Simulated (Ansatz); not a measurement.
# WS2: energy and stress against strain

This session takes WS2 and sets out to strain the cell along the Voigt pattern (1, 1, 0, 0, 0, 0).

The COD entry's cell or inner coordinates are ideal or old and differ from later refinements, so a difference from it is no clean test against experiment.

Method: DFT PBEsol+D3(BJ), scalar-relativistic, plane waves, PAW, in Ansatz 0.2.0.

### 1 The starting structure

It takes space group P6_3/mmc (No. 194, hexagonal). Conventional cell: a = 3.115 Å, b = 3.115 Å, c = 11.772 Å, α = 90.00°, β = 90.00°, γ = 120.00°. W (site symmetry -6m2) is surrounded by 6 S at 2.39 Å. S (site symmetry 3m) is surrounded by 3 W at 2.39 Å.

Coordinates:

```cif
data_structure
_symmetry_space_group_name_H-M 'P6_3/mmc'
_symmetry_Int_Tables_number 194
_cell_length_a 3.1147
_cell_length_b 3.1147
_cell_length_c 11.7722
_cell_angle_alpha 90.000
_cell_angle_beta 90.000
_cell_angle_gamma 120.000
_cell_volume 98.91
loop_
_atom_site_label
_atom_site_type_symbol
_atom_site_symmetry_multiplicity
_atom_site_Wyckoff_symbol
_atom_site_fract_x
_atom_site_fract_y
_atom_site_fract_z
_atom_site_occupancy
W1 W 2 c 0.33333 0.66667 0.25000 1
S1 S 4 f 0.33333 0.66667 0.61645 1
```

This cell was relaxed beforehand with the same method: volume 16.48 Å³/atom, gap on the mesh 0.66 eV.

### 2 The reference cell

Reference values: F = -24060.5560 eV; pressure 0.00 GPa; largest force 0.000 eV/Å; gap on the mesh 0.66 eV. It was computed beforehand with the settings of the runs below.

### 3 Setting up energy and stress against strain

The cell is strained by ε times the Voigt pattern (1, 1, 0, 0, 0, 0) (xx, yy, zz, yz, xz, xy; engineering shear), with fractional coordinates fixed (clamped ions). The stress on the pattern is the sum of the stress components weighted by it, tension positive.

### 4 ε = -0.0600

The input, input.yaml:

```yaml
crystal:
  lattice:
    - [2.9278437532, 0.0, 0.0]
    - [-1.4639218766, 2.5355870686, 0.0]
    - [0.0, 0.0, 11.7722466704]
  atoms:
    - { symbol: W, position: [0.3333333333, 0.6666666667, 0.25] }
    - { symbol: W, position: [0.6666666667, 0.3333333333, 0.75] }
    - { symbol: S, position: [0.3333333333, 0.6666666667, 0.6164531912] }
    - { symbol: S, position: [0.6666666667, 0.3333333333, 0.1164531912] }
    - { symbol: S, position: [0.3333333333, 0.6666666667, 0.8835468088] }
    - { symbol: S, position: [0.6666666667, 0.3333333333, 0.3835468088] }
basis:
  ecutwfc: 420
kpoints:
  mp_grid: { grid: [12, 12, 4] }
hamiltonian:
  xc: pbesol
  dispersion: d3bj
scf:
  occupations: { method: gaussian, width: 0.05 }
output:
  forces: true
  stress: true
  eigenvalues: true
```

On the command line:

```bash
ansatz run input.yaml --threads 1 --pin off --max-ram 2560MiB --backend cpu --events-out ev --progress --plain --runs-dir out
```

The program printed (excerpt; [...] marks lines left out):

```text
Warning: RAYON_NUM_THREADS=1 ignored (pool sized by the plan → 1); use --threads N
[...]
Pseudopotentials: kind: paw
Pseudopotential: W, paw, valence charge 14, recommended cutoff 420 eV (normal), W.paw.azcp
Pseudopotential: S, paw, valence charge 6, recommended cutoff 420 eV (normal), S.paw.azcp
Functional definition: PBEsol
[...]
Crystal: 6 atoms, lattice volume = 87.395 Å³
Basis set: ecut = 420 eV, 1695 PW (Γ), exchange–correlation on 40×40×160 points (8 copies of the dense FFT grid, shifted against one another)
Bands: 32, of which v1, the nominal top of the filled ones, is band 26 counted from 1 (25 counted from 0)
Symmetry: 24 space group operations
Space group: P63/mmc (ITA 194), of the structure as read, at distance tolerance 4.4e-5 Å
k-points: 57 of 576
[...]
SCF iter   1: F=—  HF=-24059.481216 eV  |F-HF|=—  |Δ(HF+E_count)|=         —  Δρ=8.89e-3  dr2=6.36e-2  ethr=1.77e-3  ⟨swp⟩=6.8  Hψ=8828  notcnv=0
[...]
SCF iter   6: F=-24059.470083 eV  HF=-24059.470083 eV  |F-HF|=5.22e-8  |Δ(HF+E_count)|=   2.68e-7  Δρ=6.47e-6  dr2=7.13e-8  ethr=1.92e-10  ⟨swp⟩=8.5  Hψ=9678  notcnv=0
[...]
SCF converged after 6 iterations
Free energy (F): -24059.470083 eV
[...]
E sigma→0 (E₀):  -24059.470083 eV
Fermi energy:    15.364825 eV
[...]
--- Forces (eV/Å), atoms counted from 1 ---
  atom   1  W     -0.00000000     0.00000000     0.00000000
  atom   2  W      0.00000000    -0.00000000     0.00000000
  atom   3  S      0.00000000     0.00000000    -1.77146583
  atom   4  S     -0.00000000    -0.00000000    -1.77146583
  atom   5  S      0.00000000     0.00000000     1.77146583
  atom   6  S     -0.00000000    -0.00000000     1.77146583
[...]
--- Stress (GPa, compression-positive) ---
       33.644532      -0.000000       0.000000
        0.000000      33.644532       0.000000
        0.000000       0.000000      20.552643
  P = ⅓ Tr σ = 29.2806 GPa (292.806 kbar)
--- Band table (eV; the first three rows and the last of 57) ---
[...]
```

Run time: 8.2 s. Hardware: 1 thread of Intel Xeon Platinum 8259CL at 2.50GHz (Skylake/Cascade Lake), shared host; peak memory 0.44 GiB.

### 5 At ε = 0.0450

input.yaml: that of step 4 with these lines changed.

```diff
@@ -2,4 +2,4 @@
   lattice:
-    - [2.9278437532, 0.0, 0.0]
-    - [-1.4639218766, 2.5355870686, 0.0]
+    - [3.2548901299, 0.0, 0.0]
+    - [-1.6274450649, 2.8188175391, 0.0]
     - [0.0, 0.0, 11.7722466704]
```

On the command line:

```bash
ansatz run input.yaml --threads 1 --pin off --max-ram 2560MiB --backend cpu --events-out ev --progress --plain --runs-dir out
```

The program printed (excerpt; [...] marks lines left out):

```text
Warning: RAYON_NUM_THREADS=1 ignored (pool sized by the plan → 1); use --threads N
[...]
[... 4 set-up lines as earlier in the session ...]
[...]
Crystal: 6 atoms, lattice volume = 108.010 Å³
Basis set: ecut = 420 eV, 2163 PW (Γ), exchange–correlation on 48×48×160 points (8 copies of the dense FFT grid, shifted against one another)
Bands: 32, of which v1, the nominal top of the filled ones, is band 26 counted from 1 (25 counted from 0)
[... 1 set-up line as earlier in the session ...]
Space group: P63/mmc (ITA 194), of the structure as read, at distance tolerance 4.8e-5 Å
k-points: 57 of 576
[...]
SCF iter   1: F=—  HF=-24060.091611 eV  |F-HF|=—  |Δ(HF+E_count)|=         —  Δρ=7.33e-3  dr2=7.11e-2  ethr=1.77e-3  ⟨swp⟩=6.0  Hψ=8246  notcnv=0
[...]
SCF iter   6: F=-24060.087512 eV  HF=-24060.087512 eV  |F-HF|=6.92e-8  |Δ(HF+E_count)|=   1.65e-6  Δρ=7.39e-6  dr2=6.95e-8  ethr=1.92e-10  ⟨swp⟩=7.7  Hψ=9029  notcnv=0
[...]
SCF converged after 6 iterations
Free energy (F): -24060.087512 eV
[...]
E sigma→0 (E₀):  -24060.087512 eV
Fermi energy:    11.988343 eV
[...]
--- Forces (eV/Å), atoms counted from 1 ---
  atom   1  W     -0.00000000    -0.00000000     0.00000000
  atom   2  W      0.00000000     0.00000000     0.00000000
  atom   3  S      0.00000000    -0.00000000     0.92235082
  atom   4  S      0.00000000     0.00000000     0.92235082
  atom   5  S     -0.00000000    -0.00000000    -0.92235082
  atom   6  S      0.00000000     0.00000000    -0.92235082
[...]
--- Stress (GPa, compression-positive) ---
      -15.256798      -0.000000      -0.000000
       -0.000000     -15.256798      -0.000000
       -0.000000      -0.000000      -8.692953
  P = ⅓ Tr σ = -13.0688 GPa (-130.688 kbar)
--- Band table (eV; the first three rows and the last of 57) ---
[...]
```

It took 9.7 s on 1 thread of Intel Xeon Platinum 8259CL at 2.50GHz (Skylake/Cascade Lake), shared host; peak memory 0.5 GiB.

### 6 ε = -0.0300

input.yaml: that of step 5 with these lines changed.

```diff
@@ -2,4 +2,4 @@
   lattice:
-    - [3.2548901299, 0.0, 0.0]
-    - [-1.6274450649, 2.8188175391, 0.0]
+    - [3.0212855752, 0.0, 0.0]
+    - [-1.5106427876, 2.6165100602, 0.0]
     - [0.0, 0.0, 11.7722466704]
```

On the command line:

```bash
ansatz run input.yaml --threads 1 --pin off --max-ram 2560MiB --backend cpu --events-out ev --progress --plain --runs-dir out
```

The program printed (excerpt; [...] marks lines left out):

```text
Warning: RAYON_NUM_THREADS=1 ignored (pool sized by the plan → 1); use --threads N
[...]
[... 4 set-up lines as earlier in the session ...]
[...]
Crystal: 6 atoms, lattice volume = 93.062 Å³
Basis set: ecut = 420 eV, 1803 PW (Γ), exchange–correlation on 48×48×160 points (8 copies of the dense FFT grid, shifted against one another)
Bands: 32, of which v1, the nominal top of the filled ones, is band 26 counted from 1 (25 counted from 0)
[... 1 set-up line as earlier in the session ...]
Space group: P63/mmc (ITA 194), of the structure as read, at distance tolerance 4.5e-5 Å
k-points: 57 of 576
[...]
SCF iter   1: F=—  HF=-24060.313806 eV  |F-HF|=—  |Δ(HF+E_count)|=         —  Δρ=8.48e-3  dr2=7.27e-2  ethr=1.77e-3  ⟨swp⟩=6.5  Hψ=8654  notcnv=0
[...]
SCF iter   6: F=-24060.304802 eV  HF=-24060.304802 eV  |F-HF|=3.19e-8  |Δ(HF+E_count)|=   1.02e-6  Δρ=9.07e-6  dr2=9.61e-8  ethr=1.92e-10  ⟨swp⟩=8.4  Hψ=9823  notcnv=0
[...]
SCF converged after 6 iterations
Free energy (F): -24060.304802 eV
[...]
E sigma→0 (E₀):  -24060.304802 eV
Fermi energy:    14.347203 eV
[...]
--- Forces (eV/Å), atoms counted from 1 ---
  atom   1  W      0.00000000    -0.00000000     0.00000000
  atom   2  W      0.00000000     0.00000000     0.00000000
  atom   3  S      0.00000000    -0.00000000    -0.79995118
  atom   4  S     -0.00000000     0.00000000    -0.79995118
  atom   5  S      0.00000000    -0.00000000     0.79995118
  atom   6  S     -0.00000000     0.00000000     0.79995118
[...]
--- Stress (GPa, compression-positive) ---
       14.517354      -0.000000      -0.000000
        0.000000      14.517354      -0.000000
       -0.000000      -0.000000       8.717870
  P = ⅓ Tr σ = 12.5842 GPa (125.842 kbar)
--- Band table (eV; the first three rows and the last of 57) ---
[...]
```

It took 9 s on 1 thread of Intel Xeon Platinum 8259CL at 2.50GHz (Skylake/Cascade Lake), shared host; peak memory 0.48 GiB.

### 7 At ε = 0.0150

input.yaml: that of step 6 with these lines changed.

```diff
@@ -2,4 +2,4 @@
   lattice:
-    - [3.0212855752, 0.0, 0.0]
-    - [-1.5106427876, 2.6165100602, 0.0]
+    - [3.161448308, 0.0, 0.0]
+    - [-1.580724154, 2.7378945475, 0.0]
     - [0.0, 0.0, 11.7722466704]
```

On the command line:

```bash
ansatz run input.yaml --threads 1 --pin off --max-ram 2560MiB --backend cpu --events-out ev --progress --plain --runs-dir out
```

The program printed (excerpt; [...] marks lines left out):

```text
Warning: RAYON_NUM_THREADS=1 ignored (pool sized by the plan → 1); use --threads N
[...]
[... 4 set-up lines as earlier in the session ...]
[...]
Crystal: 6 atoms, lattice volume = 101.897 Å³
Basis set: ecut = 420 eV, 1971 PW (Γ), exchange–correlation on 48×48×160 points (8 copies of the dense FFT grid, shifted against one another)
Bands: 32, of which v1, the nominal top of the filled ones, is band 26 counted from 1 (25 counted from 0)
[... 1 set-up line as earlier in the session ...]
Space group: P63/mmc (ITA 194), of the structure as read, at distance tolerance 4.7e-5 Å
k-points: 57 of 576
[...]
SCF iter   1: F=—  HF=-24060.504741 eV  |F-HF|=—  |Δ(HF+E_count)|=         —  Δρ=7.65e-3  dr2=7.06e-2  ethr=1.77e-3  ⟨swp⟩=6.2  Hψ=8444  notcnv=0
[...]
SCF iter   6: F=-24060.499951 eV  HF=-24060.499951 eV  |F-HF|=4.46e-8  |Δ(HF+E_count)|=   1.45e-6  Δρ=7.24e-6  dr2=6.88e-8  ethr=1.92e-10  ⟨swp⟩=8.2  Hψ=9441  notcnv=0
[...]
SCF converged after 6 iterations
Free energy (F): -24060.499951 eV
[...]
E sigma→0 (E₀):  -24060.499951 eV
Fermi energy:    12.903143 eV
[...]
--- Forces (eV/Å), atoms counted from 1 ---
  atom   1  W      0.00000000    -0.00000000     0.00000000
  atom   2  W      0.00000000     0.00000000    -0.00000000
  atom   3  S      0.00000000    -0.00000000     0.34161211
  atom   4  S      0.00000000     0.00000000     0.34161211
  atom   5  S     -0.00000000    -0.00000000    -0.34161211
  atom   6  S     -0.00000000     0.00000000    -0.34161211
[...]
--- Stress (GPa, compression-positive) ---
       -5.848602       0.000000      -0.000000
        0.000000      -5.848602      -0.000000
       -0.000000      -0.000000      -3.405226
  P = ⅓ Tr σ = -5.0341 GPa (-50.341 kbar)
--- Band table (eV; the first three rows and the last of 57) ---
[...]
```

It took 8.6 s on 1 thread of Intel Xeon Platinum 8259CL at 2.50GHz (Skylake/Cascade Lake), shared host; peak memory 0.49 GiB.

### 8 Point ε = 0.0600

input.yaml: that of step 7 with these lines changed.

```diff
@@ -2,4 +2,4 @@
   lattice:
-    - [3.161448308, 0.0, 0.0]
-    - [-1.580724154, 2.7378945475, 0.0]
+    - [3.3016110409, 0.0, 0.0]
+    - [-1.6508055204, 2.8592790348, 0.0]
     - [0.0, 0.0, 11.7722466704]
```

On the command line:

```bash
ansatz run input.yaml --threads 1 --pin off --max-ram 2560MiB --backend cpu --events-out ev --progress --plain --runs-dir out
```

The program printed (excerpt; [...] marks lines left out):

```text
[...]
SCF converged after 6 iterations
Free energy (F): -24059.752741 eV
[...]
E sigma→0 (E₀):  -24059.752741 eV
Fermi energy:    11.475449 eV
[...]
--- Forces (eV/Å), atoms counted from 1 ---
  atom   1  W     -0.00000000    -0.00000000     0.00000000
  atom   2  W      0.00000000     0.00000000    -0.00000000
  atom   3  S     -0.00000000    -0.00000000     1.16563597
  atom   4  S      0.00000000     0.00000000     1.16563597
  atom   5  S     -0.00000000    -0.00000000    -1.16563597
  atom   6  S      0.00000000     0.00000000    -1.16563597
[...]
--- Stress (GPa, compression-positive) ---
      -18.985752      -0.000000      -0.000000
       -0.000000     -18.985752      -0.000000
       -0.000000      -0.000000     -10.692478
  P = ⅓ Tr σ = -16.2213 GPa (-162.213 kbar)
--- Band table (eV; the first three rows and the last of 57) ---
[...]
```

Wall time 9.3 s (1 thread of Intel Xeon Platinum 8259CL at 2.50GHz (Skylake/Cascade Lake), shared host); peak memory 0.51 GiB.

### 9 ε = -0.0450

input.yaml: that of step 8 with these lines changed.

```diff
@@ -2,4 +2,4 @@
   lattice:
-    - [3.3016110409, 0.0, 0.0]
-    - [-1.6508055204, 2.8592790348, 0.0]
+    - [2.9745646642, 0.0, 0.0]
+    - [-1.4872823321, 2.5760485644, 0.0]
     - [0.0, 0.0, 11.7722466704]
```

On the command line:

```bash
ansatz run input.yaml --threads 1 --pin off --max-ram 2560MiB --backend cpu --events-out ev --progress --plain --runs-dir out
```

The program printed (excerpt; [...] marks lines left out):

```text
Warning: RAYON_NUM_THREADS=1 ignored (pool sized by the plan → 1); use --threads N
[...]
[... 4 set-up lines as earlier in the session ...]
[...]
Crystal: 6 atoms, lattice volume = 90.206 Å³
Basis set: ecut = 420 eV, 1731 PW (Γ), exchange–correlation on 40×40×160 points (8 copies of the dense FFT grid, shifted against one another)
Bands: 32, of which v1, the nominal top of the filled ones, is band 26 counted from 1 (25 counted from 0)
[... 2 set-up lines as earlier in the session ...]
k-points: 57 of 576
[...]
SCF iter   1: F=—  HF=-24059.978962 eV  |F-HF|=—  |Δ(HF+E_count)|=         —  Δρ=8.72e-3  dr2=7.01e-2  ethr=1.77e-3  ⟨swp⟩=6.7  Hψ=8774  notcnv=0
[...]
SCF iter   6: F=-24059.968599 eV  HF=-24059.968599 eV  |F-HF|=3.47e-8  |Δ(HF+E_count)|=   4.21e-7  Δρ=5.51e-6  dr2=5.16e-8  ethr=1.92e-10  ⟨swp⟩=8.4  Hψ=9611  notcnv=0
[...]
SCF converged after 6 iterations
Free energy (F): -24059.968599 eV
[...]
E sigma→0 (E₀):  -24059.968599 eV
Fermi energy:    14.849926 eV
[...]
--- Forces (eV/Å), atoms counted from 1 ---
  atom   1  W      0.00000000     0.00000000     0.00000000
  atom   2  W      0.00000000     0.00000000     0.00000000
  atom   3  S     -0.00000000     0.00000000    -1.26279588
  atom   4  S      0.00000000     0.00000000    -1.26279588
  atom   5  S     -0.00000000     0.00000000     1.26279588
  atom   6  S      0.00000000     0.00000000     1.26279588
[...]
--- Stress (GPa, compression-positive) ---
       23.431753      -0.000000       0.000000
        0.000000      23.431753       0.000000
        0.000000       0.000000      14.194928
  P = ⅓ Tr σ = 20.3528 GPa (203.528 kbar)
--- Band table (eV; the first three rows and the last of 57) ---
[...]
```

It took 7.6 s on 1 thread of Intel Xeon Platinum 8259CL at 2.50GHz (Skylake/Cascade Lake), shared host; peak memory 0.48 GiB.

### 10 Point ε = 0.0300

input.yaml: that of step 9 with these lines changed.

```diff
@@ -2,4 +2,4 @@
   lattice:
-    - [2.9745646642, 0.0, 0.0]
-    - [-1.4872823321, 2.5760485644, 0.0]
+    - [3.208169219, 0.0, 0.0]
+    - [-1.6040846095, 2.7783560433, 0.0]
     - [0.0, 0.0, 11.7722466704]
```

On the command line:

```bash
ansatz run input.yaml --threads 1 --pin off --max-ram 2560MiB --backend cpu --events-out ev --progress --plain --runs-dir out
```

The program printed (excerpt; [...] marks lines left out):

```text
[...]
SCF converged after 6 iterations
Free energy (F): -24060.340022 eV
[...]
E sigma→0 (E₀):  -24060.340022 eV
Fermi energy:    12.441208 eV
[...]
--- Forces (eV/Å), atoms counted from 1 ---
  atom   1  W     -0.00000000     0.00000000     0.00000000
  atom   2  W     -0.00000000    -0.00000000     0.00000000
  atom   3  S      0.00000000     0.00000000     0.64842156
  atom   4  S      0.00000000    -0.00000000     0.64842156
  atom   5  S      0.00000000     0.00000000    -0.64842156
  atom   6  S     -0.00000000    -0.00000000    -0.64842156
[...]
--- Stress (GPa, compression-positive) ---
      -10.904630      -0.000000       0.000000
        0.000000     -10.904630       0.000000
        0.000000       0.000000      -6.282996
  P = ⅓ Tr σ = -9.3641 GPa (-93.641 kbar)
--- Band table (eV; the first three rows and the last of 57) ---
[...]
```

Run time: 8.7 s. Hardware: 1 thread of Intel Xeon Platinum 8259CL at 2.50GHz (Skylake/Cascade Lake), shared host; peak memory 0.49 GiB.

### 11 At ε = -0.0150

input.yaml: that of step 10 with these lines changed.

```diff
@@ -2,4 +2,4 @@
   lattice:
-    - [3.208169219, 0.0, 0.0]
-    - [-1.6040846095, 2.7783560433, 0.0]
+    - [3.0680064861, 0.0, 0.0]
+    - [-1.534003243, 2.656971556, 0.0]
     - [0.0, 0.0, 11.7722466704]
```

On the command line:

```bash
ansatz run input.yaml --threads 1 --pin off --max-ram 2560MiB --backend cpu --events-out ev --progress --plain --runs-dir out
```

The program printed (excerpt; [...] marks lines left out):

```text
[...]
SCF converged after 7 iterations
Free energy (F): -24060.495504 eV
[...]
E sigma→0 (E₀):  -24060.495504 eV
Fermi energy:    13.855585 eV
[...]
--- Forces (eV/Å), atoms counted from 1 ---
  atom   1  W      0.00000000    -0.00000000    -0.00000000
  atom   2  W     -0.00000000     0.00000000     0.00000000
  atom   3  S      0.00000000     0.00000000    -0.38006452
  atom   4  S     -0.00000000     0.00000000    -0.38006452
  atom   5  S      0.00000000     0.00000000     0.38006452
  atom   6  S     -0.00000000    -0.00000000     0.38006452
[...]
--- Stress (GPa, compression-positive) ---
        6.751434       0.000000       0.000000
        0.000000       6.751434      -0.000000
       -0.000000      -0.000000       4.018513
  P = ⅓ Tr σ = 5.8405 GPa (58.405 kbar)
--- Band table (eV; the first three rows and the last of 57) ---
[...]
```

It took 8.4 s on 1 thread of Intel Xeon Platinum 8259CL at 2.50GHz (Skylake/Cascade Lake), shared host; peak memory 0.49 GiB.

### 12 Point ε = 0.0525

input.yaml: that of step 11 with these lines changed.

```diff
@@ -2,4 +2,4 @@
   lattice:
-    - [3.0680064861, 0.0, 0.0]
-    - [-1.534003243, 2.656971556, 0.0]
+    - [3.2782505854, 0.0, 0.0]
+    - [-1.6391252927, 2.839048287, 0.0]
     - [0.0, 0.0, 11.7722466704]
```

On the command line:

```bash
ansatz run input.yaml --threads 1 --pin off --max-ram 2560MiB --backend cpu --events-out ev --progress --plain --runs-dir out
```

The program printed (excerpt; [...] marks lines left out):

```text
[...]
SCF converged after 6 iterations
Free energy (F): -24059.929811 eV
[...]
E sigma→0 (E₀):  -24059.929811 eV
Fermi energy:    11.733708 eV
[...]
--- Forces (eV/Å), atoms counted from 1 ---
  atom   1  W      0.00000000    -0.00000000     0.00000000
  atom   2  W      0.00000000     0.00000000    -0.00000000
  atom   3  S      0.00000000     0.00000000     1.04768809
  atom   4  S     -0.00000000     0.00000000     1.04768809
  atom   5  S      0.00000000    -0.00000000    -1.04768809
  atom   6  S      0.00000000    -0.00000000    -1.04768809
[...]
--- Stress (GPa, compression-positive) ---
      -17.194553       0.000000      -0.000000
       -0.000000     -17.194553      -0.000000
       -0.000000      -0.000000      -9.740751
  P = ⅓ Tr σ = -14.7100 GPa (-147.100 kbar)
--- Band table (eV; the first three rows and the last of 57) ---
[...]
```

It took 8.8 s on 1 thread of Intel Xeon Platinum 8259CL at 2.50GHz (Skylake/Cascade Lake), shared host; peak memory 0.51 GiB.

### 13 Results of the scan

Collected from the runs (energy zero: the undisturbed cell):

```csv
ε,ΔE (meV/atom),stress on the pattern (GPa),pressure (GPa),gap on the mesh (eV)
-0.0600,181.0,-67.29,29.3,0.73
-0.0450,97.9,-46.86,20.4,0.69
-0.0300,41.9,-29.03,12.6,0.66
-0.0150,10.1,-13.50,5.8,0.65
0.0000,0.0,0.00,0.0,0.66
0.0150,9.3,11.70,-5.0,0.67
0.0300,36.0,21.81,-9.4,0.69
0.0450,78.1,30.51,-13.1,0.71
0.0525,104.4,34.39,-14.7,0.67
0.0600,133.9,37.97,-16.2,0.60
```

### 14 Summary of results

| quantity | value |
| --- | --- |
| slope of the stress at ε = 0, over ±0.0150 | 840 GPa |

From the stress slope, C11 + C22 + 2 C12 is about 840 GPa with the ions clamped; letting the atoms relax could not make it stiffer. No sampled point lies below the undisturbed cell. Compression costs more than tension: 181.0 against 133.9 meV/atom at the ends. The gap on the mesh stays between 0.60 and 0.73 eV. These runs have no spin-orbit coupling; with W it would split and shift bands.
